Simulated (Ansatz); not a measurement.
# Si2H6O (disilanol) at MP2/def2-SVPD

Aim: the electronic atomisation energy of Si2H6O (disilanol) at MP2/def2-SVPD, from 4 runs. 

The results are computed with Ansatz 0.2.0.

30 further runs of the same task are left out: 30 set aside as unsound or not needed.

**1. Starting point**

The species is Si2H6O (9 atoms), meant as a singlet with charge 0. SMILES: `O[SiH2][SiH3]`. The shape is that of a PBE0-D4/def2-TZVP optimisation. This is one conformer, not always the lowest.

Bond lengths: O1–Si2 1.654 Å, Si2–Si3 2.347 Å, O1–H4 0.958 Å, Si2–H5 1.493 Å, Si2–H6 1.484 Å, Si3–H7 1.489 Å, Si3–H8 1.491 Å, Si3–H9 1.488 Å. Some angles: O1–Si2–Si3 112.4°, O1–Si2–H5 111.3°, O1–Si2–H6 105.5°, Si3–Si2–H5 108.5°, Si3–Si2–H6 110.6°, Si2–O1–H4 117.6°, Si2–Si3–H7 110.0°, Si2–Si3–H8 110.1°, Si2–Si3–H9 111.4°, H5–Si2–H6 108.5°.

**2. The energy at MP2/def2-SVPD**

job.yaml

```yaml
crystal:
  periodic: [false, false, false]
  atoms:
    - {symbol: O, position_ang: [-1.609000, 1.039900, -0.762000]}
    - {symbol: Si, position_ang: [0.004800, 0.933100, -0.415900]}
    - {symbol: Si, position_ang: [0.544200, -1.038400, 0.738600]}
    - {symbol: H, position_ang: [-1.996600, 0.341400, -1.290800]}
    - {symbol: H, position_ang: [0.830600, 0.994500, -1.657800]}
    - {symbol: H, position_ang: [0.311400, 2.125200, 0.413000]}
    - {symbol: H, position_ang: [2.012900, -1.104800, 0.974500]}
    - {symbol: H, position_ang: [0.146200, -2.228200, -0.066200]}
    - {symbol: H, position_ang: [-0.156000, -1.109100, 2.049500]}
basis:
  gaussian: {orbitals: def2-SVPD}
correlation: {method: mp2, frozen_orbitals: {H: 0, O: 1, Si: 5}}
accuracy: high
```

The run is started by

```bash
ansatz run job.yaml --threads 1 --pin off --max-ram 3480MiB --events-out events.jsonl --progress --plain --runs-dir runs
```

The program printed:

```text
Warning: RAYON_NUM_THREADS=1 ignored (pool sized by the plan → 1); use --threads N
Functional definition: HF
  name "HF"
  exchange = exact_x
  correlation = 0
2341 factors; integrals over basis functions are off by at most 3.8e-9 eV
mean field evaluation 1: about -17848.3711 eV, gradient 3.4e1 eV
mean field evaluation 2: about -17848.3779 eV, gradient 3.4e1 eV
mean field evaluation 4: about -17851.1138 eV, gradient 3.0e0 eV
mean field evaluation 8: about -17851.1562 eV, gradient 1.0e-1 eV
mean field -17851.15631772 eV, -656.0178947278 hartree, gradient 2.6e-8 eV, S^2 0.000000; 0 other end points of the search recorded, 0 dependent functions left out
11 core orbitals not correlated: weight in the atoms' cores, before any rotation towards them, 1.000 or more for the frozen orbitals, at most 0.000 for the correlated occupied ones
reference -17851.15631772 eV, -656.0178947278 hartree; 10, 10 occupied and 98, 98 virtual orbitals, 2341 factors
second order -11.23421731 eV of doubles, -0.00000000 eV of singles
Total energy: -17862.39053502 eV, -656.4307445990 hartree
```

It took 5.7 s on 1 thread of Arm Neoverse V1, shared host; peak memory 0.38 GiB.

**3. The H atom: the energy at UHF/def2-SVPD**

molecule.yaml

```yaml
crystal:
  periodic: [false, false, false]
  atoms:
    - {symbol: H, position_ang: [0.000000, 0.000000, 0.000000]}
basis:
  gaussian:
    orbitals: def2-SVPD
magnetization:
  spin_polarized: true
  initial_magnetization: 1
hamiltonian:
  xc: hf
accuracy: high
```

Run the same way, it converges to -0.49928 Eh (log not shown).

**4. The O atom**

in.yaml

```yaml
crystal:
  periodic: [false, false, false]
  atoms:
    - symbol: O
      position_ang: [0.000000, 0.000000, 0.000000]
basis:
  gaussian:
    orbitals: def2-SVPD
magnetization:
  spin_polarized: true
  initial_magnetization: 2
correlation:
  method: mp2
  frozen_orbitals: {O: 1}
accuracy: high
```

The run is started by

```bash
ansatz run in.yaml --threads 1 --pin off --max-ram 3480MiB --events-out events.jsonl --progress --plain --runs-dir runs
```

The program printed:

```text
Warning: RAYON_NUM_THREADS=1 ignored (pool sized by the plan → 1); use --threads N
Functional definition: HF
  name "HF"
  exchange = exact_x
  correlation = 0
191 factors; integrals over basis functions are off by at most 1.9e-9 eV
mean field evaluation 1: about -2033.0336 eV, gradient 7.2e0 eV
mean field evaluation 2: about -2033.0354 eV, gradient 7.2e0 eV
mean field evaluation 4: about -2033.3424 eV, gradient 7.9e-1 eV
mean field evaluation 8: about -2033.3500 eV, gradient 2.3e-3 eV
mean field evaluation 16: about -2033.3499 eV, gradient 6.2e-2 eV
mean field evaluation 32: about -2033.3500 eV, gradient 1.9e-2 eV
mean field -2033.34996504 eV, -74.7242329610 hartree, gradient 6.8e-8 eV, S^2 2.008712; 3 other end points of the search recorded, 0 dependent functions left out
1 core orbitals not correlated: weight in the atoms' cores, before any rotation towards them, 1.000 or more for the frozen orbitals, at most 0.000 for the correlated occupied ones
reference -2033.34996504 eV, -74.7242329610 hartree; 4, 2 occupied and 18, 20 virtual orbitals, 191 factors
second order -2.92033029 eV of doubles, -0.00000000 eV of singles
Total energy: -2036.27029533 eV, -74.8315531197 hartree
```

Run time: 0.1 s. Hardware: 1 thread of Arm Neoverse V1, shared host.

**5. The Si atom at the same level**

molecule.yaml

```yaml
crystal:
  periodic: [false, false, false]
  atoms:
    - {symbol: Si, position_ang: [0.000000, 0.000000, 0.000000]}
basis:
  gaussian:
    orbitals: def2-SVPD
magnetization:
  spin_polarized: true
  initial_magnetization: 2
correlation:
  method: mp2
  frozen_orbitals: {Si: 5}
accuracy: high
```

Run the same way, it converges to -288.80105 Eh (log not shown).

**6. Results**

At MP2/def2-SVPD, 11 core orbitals frozen:

```
                                              quantity          value
                                molecule: total energy  -656.43074 Eh
molecule: correlation energy (11 core orbitals frozen)     -412.8 mEh
                                  H atom: total energy    -0.49928 Eh
                                          H atom: ⟨S²⟩          0.750
                                  O atom: total energy   -74.83155 Eh
    O atom: correlation energy (1 core orbital frozen)     -107.3 mEh
             O atom: ⟨S²⟩ of the reference determinant          2.009
                                 Si atom: total energy  -288.80105 Eh
  Si atom: correlation energy (5 core orbitals frozen)      -46.8 mEh
            Si atom: ⟨S²⟩ of the reference determinant          2.014
                         electronic atomisation energy      27.250 eV
```

In words: Taking the molecule apart into free atoms costs 27.25 eV (2629 kJ/mol), before zero-point energy and without spin-orbit coupling.
